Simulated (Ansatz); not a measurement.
# FGeH₆N₃, SMILES [NH2][Ge]([NH2])([NH2])[F]: vertical spin-state energies

Computed with Ansatz 0.2.0 through its Python package.

Contents of `fgeh6n3.xyz`:
```text
11

N    -1.42110    0.79570   -0.33710
Ge    0.18890    0.24780    0.25440
N    -0.08130   -1.11560    1.48490
N     1.26200   -0.37800   -1.18930
F     1.04990    1.57800    0.99310
H    -1.28440    1.57800   -1.08210
H    -1.89150    0.03270   -0.82780
H     0.93970   -1.36040    1.84000
H    -0.55780   -0.68370    2.34950
H     0.62260   -1.14250   -1.60770
H     1.23820    0.39100   -1.85720
```

Notebook, run cell by cell (the value of a cell's last expression is shown):

```python
import ansatz as az
```

```python
mol = az.Crystal.molecule_from_extxyz('fgeh6n3.xyz')
```

```python
job = mol.calculation().basis(gaussian='6-31G*').correlation('mp2')
found = {}
for unpaired in [0, 2, 4]:
    data = job.spin('collinear', total=unpaired).run(threads=1, backend='cpu').report
    s = unpaired / 2
    found[unpaired] = data['free_energy_ev']
    print(f'2S+1 = {unpaired + 1}: E = {found[unpaired]:.5f} eV, <S^2> = {abs(data["mean_field"]["state"]["spin_squared"]):.3f} (pure state {s * (s + 1):.2f})')
lowest = min(found, key=found.get)
for unpaired, e in found.items():
    print(f'multiplicity {unpaired + 1}: {23.060548 * (e - found[lowest]):.1f} kcal/mol above the lowest')
```

    2S+1 = 1: E = -63738.23468 eV, <S^2> = 0.000 (pure state 0.00)
    2S+1 = 3: E = -63731.78355 eV, <S^2> = 2.017 (pure state 2.00)
    2S+1 = 5: E = -63724.48027 eV, <S^2> = 6.024 (pure state 6.00)
    multiplicity 1: 0.0 kcal/mol above the lowest
    multiplicity 3: 148.8 kcal/mol above the lowest
    multiplicity 5: 317.2 kcal/mol above the lowest

In order: multiplicity 1 (+0.00 eV), multiplicity 3 (+6.45 eV) and multiplicity 5 (+13.75 eV), all at the one geometry.

Reading the output:
- Total energies depend on the basis set; only differences at equal settings carry meaning.
- The geometry is a force-field or estimated start, not a minimum of this method, and the basis set is short of its limit. All parts are taken at fixed geometry, without zero-point energy.
- S² is that of the Hartree-Fock reference.
- Finished in 45 s on 1 thread of Arm Neoverse V2, on a shared host, peak memory 0.46 GiB.
